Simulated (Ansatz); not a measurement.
Turn this script for the Python package of Ansatz (0.2.0) into the input file that the command-line program reads.

The script, `scf_limg2.py`:
```python
"""Self-consistent field of LiMg2 at the given structure with displaced atoms."""

from pathlib import Path
import warnings

import ansatz as az
import numpy as np

warnings.simplefilter("ignore", az.DeckWarning)

lattice = az.Lattice.of(
    [2.71227, 1.4736, 5.11077],
    [-2.70541, 1.56046, 5.08016],
    [0.07865, -3.22212, 5.15375],
)
sites = [
    ("Li", [0.83503, 0.83572, 0.83327]),
    ("Li", [0.16749, 0.16546, 0.16441]),
    ("Mg", [0.31857, 0.00049, 0.67318]),
    ("Mg", [0.00236, 0.66917, 0.32417]),
    ("Mg", [0.50304, 0.50174, 0.49887]),
    ("Mg", [0.67007, 0.33266, 0.99058]),
]
cell = az.Crystal(lattice=lattice)
for symbol, position in sites:
    cell = cell.atom(symbol, position)

# the calculation
model = cell.calculation()
model = model.functional("r2scan")
model = model.kpoints(3, 3, 3, center="gamma")
model = model.occupations("Fermi-Dirac", width=0.01).stress()
model = model.potential_components()
outcome = model.run()
data = outcome.report

print("%-22s %14.5f eV" % ("F = E - TS", data["free_energy_ev"]))
print("%-22s %14.5f eV" % ("E", data["internal_energy_ev"]))
print("%-22s %14.5f eV" % ("Harris-Foulkes", data["harris_foulkes_ev"]))
print("%-22s %14.5f eV" % ("Fermi level", data["fermi_energy_ev"]))

# the stress is positive in compression
print("pressure by term (GPa)")
for term, tensor in data["stress_terms_gpa"].items():
    if np.any(tensor):
        print(f"  {term:28s} {np.trace(np.array(tensor)) / 3:12.3f}")
print(f"  {'total':28s} {np.trace(np.array(data['stress_gpa'])) / 3:12.3f}")

folder = Path(outcome.write_results("parts"))
text = (folder / "v_comp_z.tsv").read_text().splitlines()
rows = np.array([line.split() for line in text if not line.startswith("#")], dtype=float)
print(text[0])
print(np.array2string(rows[:: max(len(rows) // 12, 1)], precision=3, suppress_small=True))
```

```console
$ python scf_limg2.py
F = E - TS                -8116.04907 eV
E                         -8116.04781 eV
Harris-Foulkes            -8116.04907 eV
Fermi level                   4.13652 eV
pressure by term (GPa)
  kinetic                           276.062
  hartree                          1055.210
  ewald                           -1152.076
  local_pseudopotential            -683.413
  nonlocal_pseudopotential          -28.622
  augmentation                      578.595
  nlcc                                0.497
  xc                                -46.593
  augmentation_tail                  -0.001
  scf_correction                      0.000
  pulay_correction                    0.022
  total                              -0.319
# z_ang	v_loc[eV]	v_h[eV]	v_xc[eV]
[[ 0.     6.128 -4.922 -8.116]
 [ 0.405  8.31  -6.542 -8.055]
 [ 0.81   9.306 -6.994 -8.009]
 [ 1.216  6.85  -4.827 -8.125]
 [ 1.621  1.464 -0.372 -8.266]
 [ 2.026 -3.484  4.007 -8.367]
 [ 2.431 -5.773  6.198 -8.579]
 [ 2.837 -7.85   8.049 -8.51 ]
 [ 3.242 -7.964  8.169 -8.526]
 [ 3.647 -6.206  6.623 -8.602]
 [ 4.052 -4.153  4.661 -8.406]
 [ 4.458  0.601  0.462 -8.32 ]
 [ 4.863  5.608 -3.694 -8.164]
 [ 5.268  7.561 -5.582 -8.113]
 [ 5.673  6.585 -5.235 -8.133]]
```

`input.yaml`:
```yaml
crystal:
  lattice:
    - [2.71227, 1.4736, 5.11077]
    - [-2.70541, 1.56046, 5.08016]
    - [0.07865, -3.22212, 5.15375]
  atoms:
    - { symbol: Li, position: [0.83503, 0.83572, 0.83327] }
    - { symbol: Li, position: [0.16749, 0.16546, 0.16441] }
    - { symbol: Mg, position: [0.31857, 0.00049, 0.67318] }
    - { symbol: Mg, position: [0.00236, 0.66917, 0.32417] }
    - { symbol: Mg, position: [0.50304, 0.50174, 0.49887] }
    - { symbol: Mg, position: [0.67007, 0.33266, 0.99058] }
kpoints:
  mp_grid: { grid: [3, 3, 3], shift: [0.0, 0.0, 0.0] }
hamiltonian:
  xc: r2scan
scf:
  occupations: { method: fermi_dirac, width: 0.01 }
output:
  write_potential_components: true
  stress: true
```

The program run on that file:
```console
$ ansatz run input.yaml --threads 1 --pin off --max-ram 3072MiB --backend cpu --events-out ev --progress --plain --runs-dir out
Engine: ansatz 0.2.0, x86_64-unknown-linux-gnu
Pseudopotentials: kind: paw
Pseudopotential: Li, paw, valence charge 3, recommended cutoff 500 eV (meta_gga), Li.paw.azcp
Pseudopotential: Mg, paw, valence charge 10, recommended cutoff 500 eV (meta_gga), Mg.paw.azcp
Functional definition: r2SCAN
  parameter k0 = 0.174
  parameter k1 = 0.065
  parameter a1 = 4.9479
  exchange = r2scan_x(k0 = k0, k1 = k1, a1 = a1)
  correlation = r2scan_c
Crystal: 6 atoms, lattice volume = 131.269 Å³
Basis set: ecut = 500 eV, 3329 PW (Γ), exchange–correlation on 180×180×180 points (64 copies of the dense FFT grid, shifted against one another)
Bands: 29, of which v1, the nominal top of the filled ones, is band 23 counted from 1 (22 counted from 0)
Symmetry: 1 space group operations
Space group: P1 (ITA 1), of the structure as read, at distance tolerance 5.1e-5 Å
k-points: 14 of 27 (time reversal used)
Non-local potential: Li, projectors of the file, l = 0: 3, l = 1: 2, l = 2: 1
Non-local potential: Mg, projectors of the file, l = 0: 3, l = 1: 2, l = 2: 1
PAW form: soft (Blöchl's): semilocal exchange-correlation on the pseudo side does not see the compensation charge
PAW frozen core: Mg, regenerated for the run's functional (the file was generated under x = pbe(κ = 0.804, μ = 0.2195149727645171), c = pbe(β = 0.06672455060314922))
PAW one-centre angular grid: Li, 302 points (default); XC on 327 of its mesh's 2665 points in the sphere
PAW one-centre angular grid: Mg, 302 points (default); XC on 224 Gauss nodes
Initial density: superposition of atomic densities (neutral atoms: chi_scale 0, normalization atom), corrected by the library's trained network
Initial wavefunctions: pseudopotential atomic-orbital guess
Functional: x = r2scan, c = r2scan; τ floored in thin density (d = 2e-4 eV/Å³)
SCF iter   1: F=—  HF=-8116.029857 eV  |F-HF|=—  |Δ(HF+E_count)|=         —  Δρ=6.30e-3  dr2=2.04e-2  dr2_τ=1.97e-3  ethr=1.77e-3  ⟨swp⟩=8.2  Hψ=1856  notcnv=0
preconditioner: auto → Resta (q_TF=auto, 2.291 Å⁻¹)  ε∞=5.0  [insulator: Δε(μ)=0.049 eV  Ē_g=5.110 eV  σ=0.010 eV  W_gap=0.84  n_scr=22 (ndim 8)  ℏωp=10.2 eV  f_vac=0.000  D(μ)=1.89/eV (n_scr^D=14)  ε∞_Penn≈5.0]
SCF iter   2: F=—  HF=-8116.047990 eV  |F-HF|=—  |Δ(HF+E_count)|=   1.81e-2  Δρ=2.72e-3  dr2=5.64e-3  dr2_τ=1.13e-4  ethr=4.44e-5  ⟨swp⟩=3.0  Hψ=973  notcnv=0  defer=17
preconditioner: auto → Kerker (q_TF=auto, 2.291 Å⁻¹)  [metal: Δε(μ)=0.021 eV  Ē_g=5.111 eV  σ=0.010 eV  W_gap=0.46  n_scr=22 (ndim 8)  ℏωp=10.2 eV  f_vac=0.000  D(μ)=4.04/eV (n_scr^D=26)]
SCF iter   3: F=—  HF=-8116.048911 eV  |F-HF|=—  |Δ(HF+E_count)|=   9.21e-4  Δρ=8.00e-4  dr2=1.19e-3  dr2_τ=1.46e-5  ethr=1.23e-5  ⟨swp⟩=2.0  Hψ=694  notcnv=0  defer=17
SCF iter   4: F=—  HF=-8116.049093 eV  |F-HF|=—  |Δ(HF+E_count)|=   1.81e-4  Δρ=1.81e-4  dr2=9.12e-5  dr2_τ=7.66e-7  ethr=2.58e-6  ⟨swp⟩=2.0  Hψ=456  notcnv=0  defer=17
SCF iter   5: F=—  HF=-8116.049073 eV  |F-HF|=—  |Δ(HF+E_count)|=   1.97e-5  Δρ=4.07e-5  dr2=3.52e-6  dr2_τ=4.78e-8  ethr=1.98e-7  ⟨swp⟩=2.0  Hψ=459  notcnv=0  defer=17
SCF iter   6: F=—  HF=-8116.049074 eV  |F-HF|=—  |Δ(HF+E_count)|=   5.21e-7  Δρ=9.87e-6  dr2=2.76e-7  dr2_τ=1.73e-9  ethr=7.65e-9  ⟨swp⟩=3.0  Hψ=711  notcnv=0  defer=17
SCF iter   7: F=-8116.049074 eV  HF=-8116.049074 eV  |F-HF|=3.86e-9  |Δ(HF+E_count)|=   1.10e-8  Δρ=2.41e-6  dr2=1.57e-8  dr2_τ=1.18e-10  ethr=2.17e-10  ⟨swp⟩=11.9  Hψ=2668  notcnv=0
SCF 1 converged in 7 iterations: F = -8116.049074 eV  dr2 = 1.57e-8
  greatest PAW one-centre occupation: 1.000 electrons in one spin orbital (limit 2), on the Mg atom at site 2 (counted from 0), in its partial waves of l = 0
SCF converged after 7 iterations
Free energy (F): -8116.049074 eV
Harris-Foulkes:  -8116.049074 eV  (|F-HF|=3.86e-9)
Internal energy: -8116.047811 eV  (E = F + TS)
E sigma→0 (E₀):  -8116.048442 eV
Entropy (-TS):   -0.001263 eV (-0.210 meV/atom)
Fermi energy:    4.136520 eV
--- Per-component energies (eV) ---
  E_band       = -1711.317879
  E_kinetic    = 339.273266
  E_local      = -7180.847561  (includes V_loc(G=0)·N_el)
  E_nonlocal   = 317.158135
  E_hartree    = 2593.651256
  E_xc         = -124.642996
  E_vxc        = -180.544627  (∫ρ·V_xc dr)
  E_paw        = -1228.794227  (= ΣΔE_a)
  E_vpaw       = -205.368734  (= ΣTr[D̂ρ^β])
  E_aug_tail   = -0.000208  (compensation charges beyond the density's cutoff)
  E_vtau       = 11.708482  (kinetic-family band-sum trace: ∫τ·v_τ [+ j·A + Jᵃ·Aᵃ] dr)
  E_ewald      = -2831.740643
  E_core_change = -0.104833  (= ΣΔE_core)
  E_smearing   = -0.001263  (= −TS)
  E_closure    = -0.000000  (closes the sum)
  Σ components = -8116.049074   (vs F -8116.049074, Δ=0.00e0)
--- Stress (GPa, compression-positive) ---
        1.265094       0.523585       0.125017
        0.523585      -0.293437       0.479081
        0.125017       0.479081      -1.928866
  P = ⅓ Tr σ = -0.3191 GPa (-3.191 kbar)
--- Band table (eV; the first three rows and the last of 14) ---
  k-point 0: bands = ["-74.7436", "-74.7140", "-74.6979", "-74.6897", "-43.6569", "-43.6495", "-39.8470", "-39.8426", "-39.8390", "-39.8172", "-39.8132", "-39.8083", "-39.8006", "-39.7966", "-39.7941", "-39.7908", "-39.7774", "-39.7759", "-2.3166", "2.9329", "4.1297", "4.6431", "4.7102", "4.8090", "4.8603", "5.1612", "5.2319", "6.7212", "6.8158"]
  k-point 1: bands = ["-74.7436", "-74.7140", "-74.6978", "-74.6898", "-43.6554", "-43.6509", "-39.8467", "-39.8424", "-39.8381", "-39.8176", "-39.8154", "-39.8090", "-39.7991", "-39.7934", "-39.7920", "-39.7897", "-39.7806", "-39.7787", "-1.5154", "0.9231", "3.0992", "3.5099", "4.0736", "4.3070", "4.8100", "5.6088", "6.2425", "7.4444", "7.8794"]
  k-point 2: bands = ["-74.7436", "-74.7140", "-74.6978", "-74.6898", "-43.6555", "-43.6508", "-39.8472", "-39.8415", "-39.8390", "-39.8182", "-39.8137", "-39.8081", "-39.7994", "-39.7932", "-39.7918", "-39.7908", "-39.7822", "-39.7775", "-1.5083", "0.9638", "2.9604", "3.5250", "4.0057", "4.1518", "4.9196", "5.7368", "6.3378", "7.3644", "7.8822"]
  k-point 13: bands = ["-74.7436", "-74.7140", "-74.6978", "-74.6898", "-43.6552", "-43.6512", "-39.8467", "-39.8412", "-39.8367", "-39.8182", "-39.8129", "-39.8113", "-39.8002", "-39.7932", "-39.7918", "-39.7914", "-39.7816", "-39.7775", "-0.6741", "0.4284", "1.1755", "2.8870", "3.2815", "5.2382", "6.1865", "6.7752", "7.0272", "7.4576", "9.1999"]
```

These settings explore the input space; cutoff and mesh may be short of convergence. For a metal this mesh is far too coarse, so the numbers only illustrate the procedure. Only differences from the Fermi energy are physical; the zero of the scale is a convention. Pressure is positive in compression. The cell is a database structure, distorted on purpose. The whole script took 9.7 s on 1 thread of Intel(R) Xeon(R) 6975P-C (Granite Rapids), with other jobs on the host, peak memory 0.78 GiB.

(Lines on the test bed's own set-up are left out of the output.)
